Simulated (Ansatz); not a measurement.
**CH₂FNSi (SMILES NC#[Si]F): functionals against CCSD(T) at one geometry**

An exercise on one series of results from a longer session: the logs are not shown, and one member is left open.

Method: single points in def2-TZVPP; program: Ansatz 0.2.0, Gaussian basis.

Correlated methods freeze the cores.

### Starting geometry

6 atoms, charge 0, spin multiplicity 1.

Atoms are counted from 1 here; the program's logs count them from 0.

Bond lengths: N1–C2 1.281 Å, N1–H5 1.047 Å, N1–H6 1.003 Å, C2–Si3 1.727 Å, Si3–F4 1.685 Å. Angles: C2–N1–H5 121.6°, C2–N1–H6 122.2°, H5–N1–H6 114.9°, N1–C2–Si3 137.1°, C2–Si3–F4 112.5°.

Coordinates:

```mol
CH2FNSi
  3D, bonds by distance, orders not assigned

  6  5  0  0  0  0  0  0  0  0999 V2000
    0.1582    1.1455    0.2080 N   0  0
   -0.2460   -0.0295   -0.1034 C   0  0
    0.4049   -1.6289   -0.1134 Si  0  0
   -0.7043   -2.7744   -0.6579 F   0  0
    0.4154    1.8481   -0.5239 H   0  0
    0.0523    1.5194    1.1323 H   0  0
  1  2  8  0
  1  5  8  0
  1  6  8  0
  2  3  8  0
  3  4  8  0
M  END
```

Set-up of the first run:

Contents of run/in.yaml:

```yaml
crystal:
  periodic: [false, false, false]
  atoms:
    - {symbol: N, position_ang: [0.158200, 1.145500, 0.208000]}
    - {symbol: C, position_ang: [-0.246000, -0.029500, -0.103400]}
    - {symbol: Si, position_ang: [0.404900, -1.628900, -0.113400]}
    - {symbol: F, position_ang: [-0.704300, -2.774400, -0.657900]}
    - {symbol: H, position_ang: [0.415400, 1.848100, -0.523900]}
    - {symbol: H, position_ang: [0.052300, 1.519400, 1.132300]}
basis:
  gaussian: {orbitals: def2-TZVPP}
correlation: {method: ccsd_t}
output: {forces: true}
```

The command line of these runs was not kept.

Steps of the session up to this table: CCSD(T)/def2-TZVPP; PBE0-D4/def2-TZVPP; wB97M-V/def2-TZVPP; r2SCAN-D4/def2-TZVPP; PBE-D4/def2-TZVPP; r2SCAN0-D4/def2-TZVPP; BHLYP-D4/def2-TZVPP.

One table of the session follows, with a row left open; its other results are not shown here.

| method | RMS force component (eV/Å) | angle to CCSD(T) forces (°) | dipole (D) |
| --- | --- | --- | --- |
| CCSD(T) | 0.971 | reference | 5.27 |
| PBE0-D4 | 0.869 | 16.2 | 5.16 |
| wB97M-V | 0.867 | 14.0 | 5.21 |
| r2SCAN-D4 | 0.857 | 11.3 | 5.09 |
| PBE-D4 | 0.752 | 15.2 | 5.01 |
| r2SCAN0-D4 | 0.958 | 19.1 | 5.19 |
| BHLYP-D4 | ? | ? | ? |

Estimate the missing values for BHLYP-D4.

The run gave: RMS force component (eV/Å): 1.011; angle to CCSD(T) forces (°): 23.4; dipole (D): 5.23. In the column «RMS force component (eV/Å)» it is the highest.
